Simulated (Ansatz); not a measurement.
# BN: a point defect seen from the nuclei (Sn on a B site), part 2 of 2

How do the nuclei near a point defect see it? The defect is Sn on a B site in BN (cell charge +1), first unrelaxed. The cell is a supercell built from a structure deposited in the COD (the entry's cell lengths or inner coordinates differ somewhat from later room-temperature determinations). Planned: a single point, then a relaxation.

Ansatz 0.2.0; DFT, PBE, plane-wave PAW, default files, scalar-relativistic. The steps go on from the part before.

## 3. Ions relaxed

The COD entry's cell or inner coordinates are ideal or old and differ from later refinements, so a difference from it is no clean test against experiment.

The input, input.yaml:

```yaml
crystal:
  lattice:
    - [7.49472, 0.0, 0.0]
    - [-3.74736, 6.4906179144, 0.0]
    - [0.0, 0.0, 6.6357]
  atoms:
    - { symbol: Sn, position: [0.1111111111, 0.2222222222, 0.25] }
    - { symbol: B, position: [0.1111111111, 0.5555555556, 0.25] }
    - { symbol: B, position: [0.1111111111, 0.8888888889, 0.25] }
    - { symbol: B, position: [0.4444444444, 0.2222222222, 0.25] }
    - { symbol: B, position: [0.4444444444, 0.5555555556, 0.25] }
    - { symbol: B, position: [0.4444444444, 0.8888888889, 0.25] }
    - { symbol: B, position: [0.7777777778, 0.2222222222, 0.25] }
    - { symbol: B, position: [0.7777777778, 0.5555555556, 0.25] }
    - { symbol: B, position: [0.7777777778, 0.8888888889, 0.25] }
    - { symbol: B, position: [0.2222222222, 0.1111111111, 0.75] }
    - { symbol: B, position: [0.2222222222, 0.4444444444, 0.75] }
    - { symbol: B, position: [0.2222222222, 0.7777777778, 0.75] }
    - { symbol: B, position: [0.5555555556, 0.1111111111, 0.75] }
    - { symbol: B, position: [0.5555555556, 0.4444444444, 0.75] }
    - { symbol: B, position: [0.5555555556, 0.7777777778, 0.75] }
    - { symbol: B, position: [0.8888888889, 0.1111111111, 0.75] }
    - { symbol: B, position: [0.8888888889, 0.4444444444, 0.75] }
    - { symbol: B, position: [0.8888888889, 0.7777777778, 0.75] }
    - { symbol: "N", position: [0.1111111111, 0.2222222222, 0.75] }
    - { symbol: "N", position: [0.1111111111, 0.5555555556, 0.75] }
    - { symbol: "N", position: [0.1111111111, 0.8888888889, 0.75] }
    - { symbol: "N", position: [0.4444444444, 0.2222222222, 0.75] }
    - { symbol: "N", position: [0.4444444444, 0.5555555556, 0.75] }
    - { symbol: "N", position: [0.4444444444, 0.8888888889, 0.75] }
    - { symbol: "N", position: [0.7777777778, 0.2222222222, 0.75] }
    - { symbol: "N", position: [0.7777777778, 0.5555555556, 0.75] }
    - { symbol: "N", position: [0.7777777778, 0.8888888889, 0.75] }
    - { symbol: "N", position: [0.2222222222, 0.1111111111, 0.25] }
    - { symbol: "N", position: [0.2222222222, 0.4444444444, 0.25] }
    - { symbol: "N", position: [0.2222222222, 0.7777777778, 0.25] }
    - { symbol: "N", position: [0.5555555556, 0.1111111111, 0.25] }
    - { symbol: "N", position: [0.5555555556, 0.4444444444, 0.25] }
    - { symbol: "N", position: [0.5555555556, 0.7777777778, 0.25] }
    - { symbol: "N", position: [0.8888888889, 0.1111111111, 0.25] }
    - { symbol: "N", position: [0.8888888889, 0.4444444444, 0.25] }
    - { symbol: "N", position: [0.8888888889, 0.7777777778, 0.25] }
total_charge: 1
kpoints:
  mp_grid: { grid: [3, 3, 3] }
scf:
  occupations: { method: fermi_dirac, width: 0.01 }
hamiltonian:
  xc: pbe
  pseudopotentials: { kind: paw }
output:
  forces: true
  stress: true
  populations: true
  efg:
    quadrupole_moments_barn: { Sn: -0.132, B: 0.04059, "N": 0.02044 }
    contact_densities: true
relax:
  f_tol: 0.03
  max_steps: 40
```

Command:

```sh
$ ansatz run input.yaml --threads 1 --pin off --max-ram 2560MiB --backend cpu --events-out ev --progress --plain --runs-dir out
```

Output:

```text
[... 1 line left out ...]
Warning: RAYON_NUM_THREADS=1 ignored (pool sized by the plan → 1); use --threads N
Sn: output.efg is read without spin–orbit coupling, which moves field gradients at and beside such atoms by some per cent and up to a factor of two; PAW files take it under magnetization.noncollinear and magnetization.spin_orbit
Engine: ansatz 0.2.0, aarch64-unknown-linux-gnu
Pseudopotentials: kind: paw
Pseudopotential: Sn, paw, valence charge 14, recommended cutoff 420 eV (normal), Sn.paw.azcp
Pseudopotential: B, paw, valence charge 3, recommended cutoff 420 eV (normal), B.paw.azcp
Pseudopotential: N, paw, valence charge 5, recommended cutoff 420 eV (normal), N.paw.azcp
Functional definition: PBE
  parameter kappa = 0.804
  parameter beta = 0.06672455060314922
  exchange = pbe_x(kappa = kappa, mu = beta*pi^2/3)
  correlation = pbe_c(beta = beta)
Crystal: 36 atoms, lattice volume = 322.796 Å³
Basis set: ecut = 420 eV, 6335 PW (Γ), exchange–correlation on 108×108×90 points (8 copies of the dense FFT grid, shifted against one another)
Bands: 113, of which v1, the nominal top of the filled ones, is band 77 counted from 1 (76 counted from 0)
Symmetry: 12 space group operations
Space group: P-6m2 (ITA 187), of the structure as read, at distance tolerance 6.9e-5 Å
k-points: 6 of 27 (time reversal used)
Non-local potential: Sn, projectors of the file, l = 0: 2, l = 1: 2, l = 2: 2, l = 3: 2
Non-local potential: B, projectors of the file, l = 0: 2, l = 1: 2, l = 2: 1
Non-local potential: N, projectors of the file, l = 0: 2, l = 1: 2, l = 2: 1
PAW form: soft (Blöchl's): semilocal exchange-correlation on the pseudo side does not see the compensation charge
PAW one-centre angular grid: Sn, 590 points (default); XC on 64 Gauss nodes
PAW one-centre angular grid: B, 110 points (default); XC on 64 Gauss nodes
PAW one-centre angular grid: N, 110 points (default); XC on 64 Gauss nodes
Initial density: superposition of atomic densities (neutral atoms scaled as one to the charged cell's electrons: chi_scale 0, normalization atom), corrected by the library's trained network
Initial wavefunctions: pseudopotential atomic-orbital guess
Functional: x = pbe(κ = 0.804, μ = 0.2195149727645171), c = pbe(β = 0.06672455060314922)
SCF iter   1: F=—  HF=-15607.594387 eV  |F-HF|=—  |Δ(HF+E_count)|=         —  Δρ=1.13e-2  dr2=5.45e-1  ethr=1.77e-3  ⟨swp⟩=6.8  Hψ=3600  notcnv=0  defer=93
preconditioner: auto → Resta (q_TF=auto, 2.412 Å⁻¹)  ε∞=3.3  [insulator: Δε(μ)=4.111 eV  Ē_g=16.934 eV  σ=0.010 eV  W_gap=1.00  n_scr=70 (ndim 8)  ℏωp=25.6 eV  f_vac=0.023  D(μ)=0.00/eV (n_scr^D=0)  ε∞_Penn≈3.3]
SCF iter   2: F=—  HF=-15607.449078 eV  |F-HF|=—  |Δ(HF+E_count)|=   1.45e-1  Δρ=3.42e-3  dr2=4.25e-2  ethr=3.54e-4  ⟨swp⟩=2.5  Hψ=1266  notcnv=0  defer=177
SCF iter   3: F=—  HF=-15607.444153 eV  |F-HF|=—  |Δ(HF+E_count)|=   4.92e-3  Δρ=1.46e-3  dr2=6.64e-3  ethr=2.76e-5  ⟨swp⟩=2.7  Hψ=1023  notcnv=0  defer=177
SCF iter   4: F=—  HF=-15607.444707 eV  |F-HF|=—  |Δ(HF+E_count)|=   5.54e-4  Δρ=3.99e-4  dr2=5.05e-4  ethr=4.31e-6  ⟨swp⟩=2.0  Hψ=1031  notcnv=0  defer=177
SCF iter   5: F=—  HF=-15607.444732 eV  |F-HF|=—  |Δ(HF+E_count)|=   2.44e-5  Δρ=1.23e-4  dr2=5.93e-5  ethr=3.28e-7  ⟨swp⟩=2.2  Hψ=1014  notcnv=0  defer=177
SCF iter   6: F=-15607.444777 eV  HF=-15607.444780 eV  |F-HF|=3.53e-6  |Δ(HF+E_count)|=   4.85e-5  Δρ=6.43e-5  dr2=1.26e-5  ethr=1.46e-8  ⟨swp⟩=5.0  Hψ=2365  notcnv=0
SCF 1 converged in 6 iterations: F = -15607.444777 eV  dr2 = 1.26e-5
relax step   1: F+E_penalty+E_count = -15607.44477679 eV  Δ(F+E_penalty+E_count) = +0.000e0 eV  max|allowed force component| = 4.824e1 eV/Å  Δτ_max = 0.0000 Å  (6 SCF iters, dr2 threshold 2.25e-5 eV, accepted)
[... 11 lines left out ...]
relax step   2: F+E_penalty+E_count = -15624.75549065 eV  Δ(F+E_penalty+E_count) = -1.731e1 eV  max|allowed force component| = 1.318e1 eV/Å  Δτ_max = 0.1961 Å  (6 SCF iters, dr2 threshold 1.00e-4 eV, accepted)
[... 16 lines left out ...]
relax step   4: F+E_penalty+E_count = -15627.64044668 eV  Δ(F+E_penalty+E_count) = -2.939e-1 eV  max|allowed force component| = 4.295e-1 eV/Å  Δτ_max = 0.0522 Å  (5 SCF iters, dr2 threshold 1.00e-4 eV, accepted)
[... 14 lines left out ...]
relax step   6: F+E_penalty+E_count = -15627.64673869 eV  Δ(F+E_penalty+E_count) = -4.006e-7 eV  max|allowed force component| = 2.534e-2 eV/Å  Δτ_max = 0.0000 Å  (4 SCF iters, accepted)
NSCF: frozen V_eff on 6 k-points
[... 1 line left out ...]
SCF converged after 4 iterations
Free energy (F): -15627.646739 eV
Harris-Foulkes:  -15627.646739 eV  (|F-HF|=5.57e-9)
Internal energy: -15627.646739 eV  (E = F + TS)
E sigma→0 (E₀):  -15627.646739 eV
Fermi energy:    7.755746 eV
--- Per-component energies (eV) ---
[... 15 lines left out ...]
--- Forces (eV/Å), atoms counted from 1 ---
  atom   1  Sn     0.00000000     0.00000000     0.00000000
  atom   2  B      0.00146590    -0.00139258     0.00000000
  atom   3  B     -0.00047306     0.00196580     0.00000000
  atom   4  B     -0.00193896    -0.00057322     0.00000000
  atom   5  B     -0.00146590    -0.00139258     0.00000000
  atom   6  B      0.00000000     0.00000000     0.00000000
[... 30 lines left out ...]
  max |Σ_I F_I| component: 3.47e-18 eV/Å
--- Stress (GPa, compression-positive) ---
       36.135488       0.000000       0.000000
        0.000000      36.135488       0.000000
        0.000000       0.000000       4.102232
  P = ⅓ Tr σ = 25.4577 GPa (254.577 kbar)
--- PAW observables at the nuclei: V_zz in 10²¹ V/m², potentials from the cell's mean, atoms counted from 1 ---
  atom   1  Sn V_zz =   +70.435004   η = 0.0000   by run symmetry: allowed   C_q = -224.8106 MHz
            electrostatic potential = -8168.856519 V   contact ρ = 1236329.744091 e/Å³
  atom   2  B  V_zz =    +2.865571   η = 0.2317   by run symmetry: allowed   C_q = +2.8124 MHz
            electrostatic potential = -323.813016 V   contact ρ = 487.096396 e/Å³
  atom   3  B  V_zz =    +2.865571   η = 0.2317   by run symmetry: allowed   C_q = +2.8124 MHz
            electrostatic potential = -323.813016 V   contact ρ = 487.096392 e/Å³
  atom   4  B  V_zz =    +2.865571   η = 0.2317   by run symmetry: allowed   C_q = +2.8124 MHz
            electrostatic potential = -323.813016 V   contact ρ = 487.096394 e/Å³
  atom   5  B  V_zz =    +2.865571   η = 0.2317   by run symmetry: allowed   C_q = +2.8124 MHz
            electrostatic potential = -323.813016 V   contact ρ = 487.096396 e/Å³
  atom   6  B  V_zz =    +2.840051   η = 0.0000   by run symmetry: allowed   C_q = +2.7874 MHz
            electrostatic potential = -323.511486 V   contact ρ = 486.958002 e/Å³
  atom   7  B  V_zz =    +2.865571   η = 0.2317   by run symmetry: allowed   C_q = +2.8124 MHz
            electrostatic potential = -323.813016 V   contact ρ = 487.096394 e/Å³
  atom   8  B  V_zz =    +2.773456   η = 0.0000   by run symmetry: allowed   C_q = +2.7220 MHz
            electrostatic potential = -323.203428 V   contact ρ = 486.863933 e/Å³
  atom   9  B  V_zz =    +2.865571   η = 0.2317   by run symmetry: allowed   C_q = +2.8124 MHz
            electrostatic potential = -323.813016 V   contact ρ = 487.096392 e/Å³
  atom  10  B  V_zz =    +2.831595   η = 0.1174   by run symmetry: allowed   C_q = +2.7791 MHz
            electrostatic potential = -323.726901 V   contact ρ = 486.881101 e/Å³
  atom  11  B  V_zz =    +2.831595   η = 0.1174   by run symmetry: allowed   C_q = +2.7791 MHz
            electrostatic potential = -323.726901 V   contact ρ = 486.881101 e/Å³
  atom  12  B  V_zz =    +2.865346   η = 0.0233   by run symmetry: allowed   C_q = +2.8122 MHz
            electrostatic potential = -323.853568 V   contact ρ = 486.881524 e/Å³
  atom  13  B  V_zz =    +2.865346   η = 0.0233   by run symmetry: allowed   C_q = +2.8122 MHz
            electrostatic potential = -323.853568 V   contact ρ = 486.881524 e/Å³
  atom  14  B  V_zz =    +2.863362   η = 0.0229   by run symmetry: allowed   C_q = +2.8103 MHz
            electrostatic potential = -323.834098 V   contact ρ = 486.875735 e/Å³
  atom  15  B  V_zz =    +2.865346   η = 0.0233   by run symmetry: allowed   C_q = +2.8122 MHz
            electrostatic potential = -323.853568 V   contact ρ = 486.881524 e/Å³
  atom  16  B  V_zz =    +2.831595   η = 0.1174   by run symmetry: allowed   C_q = +2.7791 MHz
            electrostatic potential = -323.726901 V   contact ρ = 486.881101 e/Å³
  atom  17  B  V_zz =    +2.863362   η = 0.0229   by run symmetry: allowed   C_q = +2.8103 MHz
            electrostatic potential = -323.834098 V   contact ρ = 486.875735 e/Å³
  atom  18  B  V_zz =    +2.863362   η = 0.0229   by run symmetry: allowed   C_q = +2.8103 MHz
            electrostatic potential = -323.834098 V   contact ρ = 486.875735 e/Å³
  atom  19  N  V_zz =    +0.874834   η = 0.0000   by run symmetry: allowed   C_q = +0.4324 MHz
            electrostatic potential = -513.169271 V   contact ρ = 1411.498645 e/Å³
  atom  20  N  V_zz =    -0.045294   η = 0.3521   by run symmetry: allowed   C_q = -0.0224 MHz
            electrostatic potential = -513.612728 V   contact ρ = 1411.239844 e/Å³
  atom  21  N  V_zz =    -0.045294   η = 0.3521   by run symmetry: allowed   C_q = -0.0224 MHz
            electrostatic potential = -513.612728 V   contact ρ = 1411.239844 e/Å³
  atom  22  N  V_zz =    -0.045294   η = 0.3521   by run symmetry: allowed   C_q = -0.0224 MHz
            electrostatic potential = -513.612728 V   contact ρ = 1411.239844 e/Å³
  atom  23  N  V_zz =    -0.045294   η = 0.3521   by run symmetry: allowed   C_q = -0.0224 MHz
            electrostatic potential = -513.612728 V   contact ρ = 1411.239844 e/Å³
  atom  24  N  V_zz =    -0.007004   η = 0.0000   by run symmetry: allowed   C_q = -0.0035 MHz
            electrostatic potential = -513.691393 V   contact ρ = 1411.228471 e/Å³
  atom  25  N  V_zz =    -0.045294   η = 0.3521   by run symmetry: allowed   C_q = -0.0224 MHz
            electrostatic potential = -513.612728 V   contact ρ = 1411.239844 e/Å³
  atom  26  N  V_zz =    -0.050101   η = 0.0000   by run symmetry: allowed   C_q = -0.0248 MHz
            electrostatic potential = -513.682036 V   contact ρ = 1411.215881 e/Å³
  atom  27  N  V_zz =    -0.045294   η = 0.3521   by run symmetry: allowed   C_q = -0.0224 MHz
            electrostatic potential = -513.612728 V   contact ρ = 1411.239844 e/Å³
  atom  28  N  V_zz =    +0.370033   η = 0.5040   by run symmetry: allowed   C_q = +0.1829 MHz
            electrostatic potential = -513.477075 V   contact ρ = 1412.507816 e/Å³
  atom  29  N  V_zz =    +0.370033   η = 0.5040   by run symmetry: allowed   C_q = +0.1829 MHz
            electrostatic potential = -513.477075 V   contact ρ = 1412.507816 e/Å³
  atom  30  N  V_zz =    -2.676602   η = 0.0642   by run symmetry: allowed   C_q = -1.3229 MHz
            electrostatic potential = -513.895252 V   contact ρ = 1411.518842 e/Å³
  atom  31  N  V_zz =    -2.676602   η = 0.0642   by run symmetry: allowed   C_q = -1.3229 MHz
            electrostatic potential = -513.895252 V   contact ρ = 1411.518842 e/Å³
  atom  32  N  V_zz =    -1.237256   η = 0.5518   by run symmetry: allowed   C_q = -0.6115 MHz
            electrostatic potential = -512.978753 V   contact ρ = 1410.996676 e/Å³
  atom  33  N  V_zz =    -2.676602   η = 0.0642   by run symmetry: allowed   C_q = -1.3229 MHz
            electrostatic potential = -513.895252 V   contact ρ = 1411.518842 e/Å³
  atom  34  N  V_zz =    +0.370033   η = 0.5040   by run symmetry: allowed   C_q = +0.1829 MHz
            electrostatic potential = -513.477075 V   contact ρ = 1412.507816 e/Å³
  atom  35  N  V_zz =    -1.237256   η = 0.5518   by run symmetry: allowed   C_q = -0.6115 MHz
            electrostatic potential = -512.978753 V   contact ρ = 1410.996676 e/Å³
  atom  36  N  V_zz =    -1.237256   η = 0.5518   by run symmetry: allowed   C_q = -0.6115 MHz
            electrostatic potential = -512.978753 V   contact ρ = 1410.996676 e/Å³
--- Band table (eV; the first three rows and the last of 6) ---
[... 4 lines left out ...]
--- Relaxed structure (6 steps of the walk, 6 accepted, 0 SCFs on fresh bases) ---
  F+E_penalty+E_count = -15627.64673869 eV   max|allowed force component| = 2.534e-2 eV/Å
  atoms:
[... 36 lines left out ...]
--- Löwdin populations: 36 sites ---
  site symbol       q [e]
[... 36 lines left out ...]
  spilling = 0.007177 (of n_electrons = 154.000000)
```

It took 1.8 min on 1 thread of Arm Neoverse V2, shared host; peak memory 0.69 GiB.

The steps of the relaxation:

| step | energy change (eV) | largest force component (eV/Å) |
| --- | --- | --- |
| 1 | 0.0000 | 48.240 |
| 2 | -17.3107 | 13.178 |
| 3 | -19.9017 | 3.599 |
| 4 | -20.1957 | 0.429 |
| 5 | -20.2020 | 0.026 |
| 6 | -20.2020 | 0.025 |

Largest displacement: 0.344 Å (atom 29 and its like, N); mean 0.047 Å.

State: gap on the mesh 3.69 eV, largest force 0.025 eV/Å, pressure 25.5 GPa.

What changed since step 2 (V_zz in 10²¹ V/m²; 9 of 14 rows, with the four largest changes of size):

```
site          atoms  V_zz, PBE  V_zz, PBE relaxed  η, PBE  η, PBE relaxed
  Sn              1      127.1               70.4    0.00            0.00
 N28     28, 29, 34       2.04               0.37    0.65            0.50
  B2     2, 3, 4, …       2.87               2.87    0.10            0.23
 N32     32, 35, 36       0.49              -1.24    0.54            0.55
 N19             19       0.62               0.87    0.00            0.00
 B10     10, 11, 16       2.82               2.83    0.06            0.12
 N30     30, 31, 33     -0.072              -2.68    0.01            0.06
 N20  20, 21, 22, …      -0.12             -0.045    0.44            0.35
  B6              6       2.93               2.84    0.00            0.00
```

Like atoms gathered into sites: 11 of 14, those nearest the defect, the farthest of each element and the two largest gradients.

```csv
site,atoms,distance from the defect (Å),V_zz (10²¹ V/m²),η,C_Q (MHz)
Sn,1,0.00,70.4,0.00,–
N28,"28, 29, 34",1.79,0.37,0.50,0.183 (¹⁴N)
B2,"2, 3, 4, 5, …",2.59,2.87,0.23,2.81 (¹¹B)
N32,"32, 35, 36",2.89,-1.24,0.55,-0.611 (¹⁴N)
N19,19,3.32,0.87,0.00,0.432 (¹⁴N)
B10,"10, 11, 16",3.62,2.83,0.12,2.78 (¹¹B)
N30,"30, 31, 33",3.82,-2.68,0.06,-1.32 (¹⁴N)
N20,"20, 21, 22, 23, …",4.15,-0.045,0.35,-0.022 (¹⁴N)
B6,6,4.33,2.84,0.00,2.79 (¹¹B)
B12,"12, 13, 15",5.06,2.87,0.02,2.81 (¹¹B)
N24,24,5.45,-0.007,0.00,-0.003 (¹⁴N)
```

Direction of the V_zz axis (Cartesian unit vector):

```csv
site,atom,x,y,z
Sn,1,0.00,0.00,1.00
B2,2,0.00,0.00,1.00
B6,6,0.00,0.00,1.00
B8,8,0.00,0.00,1.00
B10,10,0.00,0.00,1.00
B12,12,0.00,0.00,1.00
B14,14,0.00,0.00,1.00
N19,19,0.00,0.00,1.00
N20,20,0.22,0.97,0.00
N26,26,0.00,0.00,1.00
```

The sizes of the gradients above 0.15 moved by 3 % in the median, over a factor of two at the site that moves most (small gradients counted from 0.15; N30, -0.072 to -2.68), with a change of sign at N32.

## 4. Simulated spectra, from step 3

¹¹B (I = 3/2, Q = 40.59 mb) at 7.05 T, Larmor frequency 96.3 MHz. Second-order quadrupolar shifts of the central transition; chemical shifts are not computed, so all sites share one zero.

```csv
site,count,C_Q (MHz),η,ν_Q (MHz),δ_QIS (ppm)
B2,6,2.81,0.23,1.41,-21.7
B10,3,2.78,0.12,1.39,-20.9
B6,1,2.79,0.00,1.39,-20.9
B12,3,2.81,0.02,1.41,-21.3
```

¹¹B central transition, under fast magic-angle spinning:

kHz, intensity and a bar:
```
     -5.3          0 
     -5.0          5 ##
     -4.7          8 ##
     -4.4          8 ##
     -4.1          9 ##
     -3.8          9 ###
     -3.5         21 ######
     -3.2         65 ###################
     -2.9         87 ##########################
     -2.6         63 ###################
     -2.3         56 #################
     -2.0         56 #################
     -1.7         59 ##################
     -1.4         68 ####################
     -1.1         91 ###########################
     -0.8        100 ##############################
     -0.5         31 #########
     -0.2          1
```

¹¹⁹Sn Mössbauer parameters. δ = α(ρ − ρ₀) against SnO₂, with ρ the contact density, α = 0.0988 mm s⁻¹ a₀³ and ρ₀ = 183191.44 a₀⁻³ from a line fitted to 8 measured compounds at this level (rms miss 0.12 mm/s); ΔE_Q = ½eQV_zz(1 + η²/3)^½ with Q = -0.132 b.

```csv
site,count,ρ − ρ₀ (a₀⁻³),δ (mm/s),ΔE_Q (mm/s)
Sn,1,13.74,1.36,-5.84
```

## 5. Outcome

This closing draws on all 2 parts.

| quantity | value |
| --- | --- |
| state (step 3) | gap on the mesh 3.69 eV, largest force 0.025 eV/Å, pressure 25.5 GPa |
| V_zz by site, step 3 (10²¹ V/m²) | Sn 70.4, N28 0.37, B2 2.87, N32 -1.24, N19 0.87, B10 2.83, N30 -2.68, N20 -0.045, … |
| largest C_Q in size, step 3 | 2.81 MHz, ¹¹B at B2 |
| step 3 (ions relaxed) against step 2 | 3 % in the median, over a factor of two at the site that moves most (small gradients counted from 0.15; N30, -0.072 to -2.68), with a change of sign at N32 |

The largest gradient sits at Sn (3 N at 1.79 Å; also 5 N at 2.89–3.32 Å). The runs allow no spin. The relaxation kept the symmetry P-6m2, so a distorted place of lower energy may have been missed. The cell stands at 25 GPa, so host cell and defect together are far from ambient conditions, and the values don't describe a crystal at zero pressure. Relaxing moved atoms by up to 0.34 Å and single gradients by over a factor of two in size at the worst site (3 % in the median) (gradients over 0.15 counted), so at some sites the starting positions were a poor guide. At 7.05 T the ¹¹B line of the largest coupling listed spans about 4.7 kHz under magic-angle spinning and 13 kHz static, from the quadrupolar part alone (no shift anisotropy). The ¹¹⁹Sn isomer shift is 1.36 mm/s against SnO₂. The defect repeats with the cell of 36 atoms, so it feels its images: sites between two images don't show the values beside a lone defect, and zeros or small values of η there can come from the images' arrangement. B and N carry a gradient in the pure host already, so the values there aren't the defect's effect alone. The relaxation keeps the site symmetry -6m2 of the start, so the impurity can't leave its site; a start off the site could end lower. A uniform background compensates the cell's charge. The cell keeps the host's lattice, where the PBE pressure is 25 GPa (in a charged cell this depends on the convention for the mean potential). The program warns that gradients near heavy atoms lack spin–orbit coupling.

These are semilocal Kohn-Sham gaps, which aren't the measured quantity. Such gaps usually fall short of the measured ones.
